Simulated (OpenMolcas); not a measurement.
# One shape, several levels: B2H2F2 (SMILES FBBF)

Wanted: a comparison of 6 runs (HF/3-21G, B2PLYP/def2-SVPD, BLYP/def2-SVPD, M06-2X/def2-SVPD, M06-L/def2-SVPD, CCSD(T)/def2-SVPD) of B2H2F2. 

The calculation is run with OpenMolcas 26.06.

1 further run of the same task is left out (set aside as unsound or not needed).

## (1) The molecule

B2H2F2 has 6 atoms, charge 0, and is taken as a singlet. SMILES: `FBBF`. The B2–H5 distance was set to 1.771 Å, away from the relaxed value. At this shape a bond of the SMILES string is far longer than usual.

Bond lengths: F1–B2 1.318 Å, B2–B3 1.712 Å, B3–F4 1.318 Å, B3–H6 1.180 Å. Angles: F1–B2–B3 119.9°, B2–B3–F4 119.9°, B2–B3–H6 126.6°, F4–B3–H6 113.4°. A long bond or contact: B2–H5 1.771 Å.

## (2) A single-point energy at HF/3-21G (run 1)

Input file test.input:

```
>>> EXPORT MOLCAS_PRINT=2

&GATEWAY
 BasLib = $CurrDir
 Coord
 6
 angstrom
 F       -1.775380       0.582049      -0.686023
 B       -0.553280       0.314429      -0.271703
 B       -0.214470      -1.187691       0.475967
 F        1.005270      -1.450891       0.899677
 H        0.597820       1.624810      -0.577650
 H       -0.978360      -2.066561       0.669627
 Basis = 3-21G
 Group = NoSym

&SEWARD

&SCF
 Thresholds = 1e-10 1e-07 1e-07 1e-05
 PrOrbitals = 1 1
```

The basis set 3-21G is read from a file made from the Basis Set Exchange's data (not shown).

Started as:

```
$ export MOLCAS_MEM=1860
$ pymolcas test.input > test.log
```

Output:

```text
--- Start Module: gateway ---
[...]
--- Stop Module: gateway /rc=_RC_ALL_IS_WELL_ ---
--- Start Module: seward ---
[...]
      Basis functions           40
--- Stop Module: seward /rc=_RC_ALL_IS_WELL_ ---
--- Start Module: scf ---
[...]
       Convergence after  14 Iterations
[...]
::    Total SCF energy                               -248.0695079104
[...]
      Total spin, S                                     0.0000000000
[...]
      Total electronic charge=   30.000000
      Total            charge=   -0.000000
[...]
      Dipole Moment (debye):
      Origin of the operator (angstrom)=   -0.3783   -0.4283    0.1032
                   X= -6.7733E-01               Y= -9.4632E-01               Z=  2.5258E-01           Total=  1.1908E+00
      Quadrupole Moment (debye*angstrom):
[...]
--- Stop Module: scf /rc=_RC_ALL_IS_WELL_ ---
[...]
```

Run time: 1.2 s. Hardware: 1 thread of Intel Xeon 6975P-C (Granite Rapids), shared host; peak memory 0.37 GiB.

## (3) The energy at B2PLYP/def2-SVPD (run 2)

Input file geom.xyz:

```xyz
6

F     -1.775380     0.582049    -0.686023
B     -0.553280     0.314429    -0.271703
B     -0.214470    -1.187691     0.475967
F      1.005270    -1.450891     0.899677
H      0.597820     1.624810    -0.577650
H     -0.978360    -2.066561     0.669627
```

Input file calc.inp:

```
&GATEWAY
 BasLib=$CurrDir
 Coord=geom.xyz
 Basis=def2-SVPD
 Group=NoSym

&SEWARD
 GridInput
 Grid=UltraFine
 End of Grid

&SCF
 KSDFT=B2PLYP_SCF
 Thresholds=1e-10 1e-07 1e-07 1e-05
 PrOrbitals=0

&MBPT2
 Frozen=4
```

The basis set def2-SVPD is read from a file made from the Basis Set Exchange's data (not shown).

Started as:

```
$ export MOLCAS_MEM=1860
$ pymolcas calc.inp > calc.log
```

Output:

```text
--- Start Module: gateway ---
[...]
--- Stop Module: gateway /rc=_RC_ALL_IS_WELL_ ---
[...]
      Basis functions          102
[...]
--- Start Module: scf ---
[...]
       Convergence after  14 Iterations
[...]
::    Total KS-DFT energy                            -250.0262848797
[...]
      Total spin, S                                     0.0000000000
[...]
      Total electronic charge=   30.000000
      Total            charge=   -0.000000
[...]
      Dipole Moment (debye):
      Origin of the operator (angstrom)=   -0.3783   -0.4283    0.1032
                   X= -7.5312E-01               Y= -9.1140E-01               Z=  2.1834E-01           Total=  1.2023E+00
      Quadrupole Moment (debye*angstrom):
[...]
--- Stop Module: scf /rc=_RC_ALL_IS_WELL_ ---
[...]
--- Start Module: mbpt2 ---
[...]
 ###    WARNING: MP2 implementation intended for RHF references only         ###
 ###############################################################################
MBPT2 WARNING: Reference function according to RunFile:KS-DFT
I'll assume you know what you're doing and continue
WARNING!
Default frozen orbitals as non valence orbitals is overwritten by user input.
Default values:   4
[...]
       Reference weight ( Cref**2 )         =        0.80799
::    Total MBPT2 energy                             -250.6986441487
[...]
      Total MBPT2 calculations                           0.35      0.43
--- Stop Module: mbpt2 /rc=_RC_ALL_IS_WELL_ ---
[...]
```

Wall time 21 s (1 thread of Intel Xeon 6975P-C (Granite Rapids), shared host); peak memory 0.57 GiB.

Runs 3 to 5 aren't shown in full; the table further down has their settings and results.

## (4) The energy at CCSD(T)/def2-SVPD (Cholesky decomposition) (run 6)

Input file job.inp:

```
>>> EXPORT MOLCAS_PRINT=2
&GATEWAY
BasLib = $CurrDir
BasisSet
F.def2-SVPD....
F1 -1.775380 0.582049 -0.686023 angstrom
F4 1.005270 -1.450891 0.899677 angstrom
End of Basis
BasisSet
B.def2-SVPD....
B2 -0.553280 0.314429 -0.271703 angstrom
B3 -0.214470 -1.187691 0.475967 angstrom
End of Basis
BasisSet
H.def2-SVPD....
H5 0.597820 1.624810 -0.577650 angstrom
H6 -0.978360 -2.066561 0.669627 angstrom
End of Basis
&SEWARD
High
&SCF
Thresholds = 1e-10 1e-07 1e-07 1e-05
PrOrbitals = 1 1
&CHCC
Frozen = 4
Threshold = 1e-08
MaxIterations = 80
&CHT3
Frozen = 4
```

The basis set def2-SVPD is read from a file made from the Basis Set Exchange's data (not shown).

Started as:

```
$ export MOLCAS_MEM=1860
$ pymolcas job.inp > job.log
```

Output:

```text
--- Start Module: gateway ---
[...]
--- Stop Module: gateway /rc=_RC_ALL_IS_WELL_ ---
[...]
      Basis functions          102
[...]
       Convergence after  14 Iterations
[...]
::    Total SCF energy                               -249.2272282286
[...]
      Total spin, S                                     0.0000000000
[...]
      Total electronic charge=   30.000000
      Total            charge=   -0.000000
[...]
      Dipole Moment (debye):
      Origin of the operator (angstrom)=   -0.3783   -0.4283    0.1032
                   X= -8.0677E-01               Y= -9.7102E-01               Z=  2.3099E-01           Total=  1.2834E+00
      Quadrupole Moment (debye*angstrom):
[...]
--- Start Module: chcc ---
[...]
--- Stop Module: chcc /rc=_RC_ALL_IS_WELL_ ---
[...]
--- Start Module: cht3 ---
[...]
--- Stop Module: cht3 /rc=_RC_ALL_IS_WELL_ ---
[...]
```

Wall time 2.5 min (1 thread of Intel Xeon 6975P-C (Granite Rapids), shared host); peak memory 0.19 GiB.

## (5) The series

```tsv
run	level	frozen core orbitals	integration grid	energy (Eh)	dipole moment (D) of the reference	HOMO energy (eV)	LUMO energy (eV)	wall time
1	HF/3-21G	–	–	-248.069508	1.19	-10.66	0.65	1.2 s
2	B2PLYP/def2-SVPD	4	UltraFine	-250.207822	1.20	-9.05	-1.86	21 s
3	BLYP/def2-SVPD	–	UltraFine	-250.374516	1.20	-6.54	-4.12	21 s
4	M06-2X/def2-SVPD	–	UltraFine	-250.319095	1.16	-9.03	-2.16	28 s
5	M06-L/def2-SVPD	–	UltraFine	-250.372692	1.22	-6.75	-3.90	29 s
6	CCSD(T)/def2-SVPD (Cholesky decomposition)	4	–	-249.822481	1.28	-10.91	0.40	2.5 min
```

## (6) Results

```
                                          quantity          value
                               run 6: total energy  -249.82248 Eh
         run 6: dipole moment (mean-field density)         1.28 D
        run 6: HOMO energy (Hartree–Fock orbitals)      -10.91 eV
        run 6: LUMO energy (Hartree–Fock orbitals)        0.40 eV
      run 6: HOMO–LUMO gap (Hartree–Fock orbitals)       11.31 eV
run 6: correlation energy (4 core orbitals frozen)     -595.3 mEh
                             run 6: (T) correction     -14.54 mEh
```

In words: Over runs 1, 2, 3, 4, 5 the dipole moment (its size) runs from 1.16 D (M06-2X/def2-SVPD) to 1.22 D (M06-L/def2-SVPD). Over runs 1, 2, 3, 4, 5 the HOMO–LUMO gap runs from 2.42 eV (BLYP/def2-SVPD) to 11.31 eV (HF/3-21G). The two ends differ in method and basis. For B2PLYP the log adds the whole second-order term; the table takes 0.27 of it, as the functional is defined. Totals of different functionals can't be ranked against each other. All runs together took 4.2 min, the longest 2.5 min.
